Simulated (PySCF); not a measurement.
# F4O2Sn2 (cyclo-(F2SnO)2): the cost of one run

The runs use PySCF 2.14.0, with density-fitted response routines of our own; the level of theory stands in each step. All values are computed, except where a source is named. Atoms are numbered from 0 throughout.

## Step 1: Starting geometry

8 atoms, charge 0, multiplicity 1; geometry from: GFN2-xTB. The atoms were then displaced at random by about 0.03 Å, so the start is not that level's minimum.

Bonds of the start (Å): Sn0–F1 1.86, Sn0–F2 1.89, Sn0–O3 1.99, Sn0–O7 2.03, O3–Sn4 1.99, Sn4–F5 1.84, Sn4–F6 1.91, Sn4–O7 1.91.

## Step 2: Geometry optimisation at PBE0-D3(BJ)/def2-SVP

What the job is given:

```
{"job": {"xc": "PBE0", "basis": "def2-SVP", "d3": "d3bj", "grid": 1, "maxiter": 40, "shake": 0.03, "kind": "geom"}, "charge": 0, "multiplicity": 1}
Sn    -0.555480    -0.540100     1.202820
F     -1.523050    -2.123690     1.362290
F     -0.718070     0.475890     2.788070
O      1.249770    -0.578720     0.356580
Sn     0.607690     0.443050    -1.221980
F      0.642550    -0.463610    -2.824180
F      1.539220     2.100790    -1.364150
O     -1.104400     0.600730    -0.383150
```

Command:

```sh
OMP_NUM_THREADS=1 python probes_run.py task.json out
```

One launch serves the whole session: the jobs run in the order shown.

Q: Estimate the wall time and peak memory of this first job on 1 thread of Arm Neoverse V2, shared host.

About 2.1 min, with a peak of 0.51 GiB.
